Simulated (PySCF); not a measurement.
**4-Hydroxypyridine: electronic excitations and core binding energies**

Aim: predict the electronic excitations and core binding energies of 4-Hydroxypyridine (`Oc1ccncc1`).

Computed with PySCF 2.14.0, with density-fitted response routines of our own, on a single molecule in the gas phase. Atoms are numbered from 0 throughout.

**1. The molecule as given**

12 atoms, charge 0, multiplicity 1; geometry from: GFN2-xTB.

Bonds of the start (Å): O0–C1 1.35, C1–C2 1.39, C2–C3 1.38, C3–N4 1.32, N4–C5 1.32, C5–C6 1.38, C6–C1 1.39, O0–H7 0.97, C2–H8 1.08, C3–H9 1.08, C5–H10 1.08, C6–H11 1.08.

**2. Ultraviolet spectrum: CAM-B3LYP/def2-SVPD**

What the job is given:

```
{"job": {"kind": "uv", "xc": "CAM-B3LYP", "basis": "def2-SVPD", "nstates": 8, "ntriplets": 3}, "charge": 0, "multiplicity": 1}
O      2.148326    -0.721621    -0.247382
C      0.866636    -0.314157    -0.107395
C     -0.160667    -1.231227    -0.322902
C     -1.464148    -0.796050    -0.174228
N     -1.795796     0.440649     0.160199
C     -0.817885     1.305143     0.362411
C      0.524754     0.988558     0.244743
H      2.753707     0.009070    -0.068253
H      0.075026    -2.246345    -0.596783
H     -2.292699    -1.473366    -0.331290
H     -1.125847     2.306173     0.634151
H      1.289791     1.732488     0.420703
```

Level: TDDFT CAM-B3LYP/def2-SVPD, vertical, gas phase, core orbitals frozen in the response.

**Question.** This job is followed by: delta-SCF UKS SCAN, pcX-2 on the ionised atom, pcseg-1 elsewhere, spin-free X2C. What will the session give for the following? lowest singlet (CAM-B3LYP/def2-SVPD); brightest single state of those computed; lowest triplet; C1s binding energies, SCAN/pcX-2 (standing for 4 of 5 atoms); O1s binding energies, SCAN/pcX-2; N1s binding energies, SCAN/pcX-2.

As calculated:

| quantity | value |
| --- | --- |
| lowest singlet (CAM-B3LYP/def2-SVPD) | 5.33 eV (232 nm), f = 0.000 |
| brightest single state of those computed | state 7, 7.18 eV, f = 0.476 |
| lowest triplet | 4.32 eV |
| C1s binding energies, SCAN/pcX-2 (standing for 4 of 5 atoms) | C3 291.26, C2 290.44 eV |
| O1s binding energies, SCAN/pcX-2 | O0 539.85 eV |
| N1s binding energies, SCAN/pcX-2 | N4 404.29 eV |

**Reading.** The first singlet state (HOMO−1→LUMO 0.97) lies at 5.33 eV and is dark; of the 8 states computed, the strongest absorption comes from state 7 at 7.18 eV. The lowest triplet lies 1.02 eV below the lowest singlet (triplets in Tamm-Dancoff, singlets in full TDDFT). C3 (aromatic CH next to a ring nitrogen) binds its C1s electron 0.82 eV more tightly than C2 (aromatic CH). Only 4 of the 5 C atoms are covered by sound results.
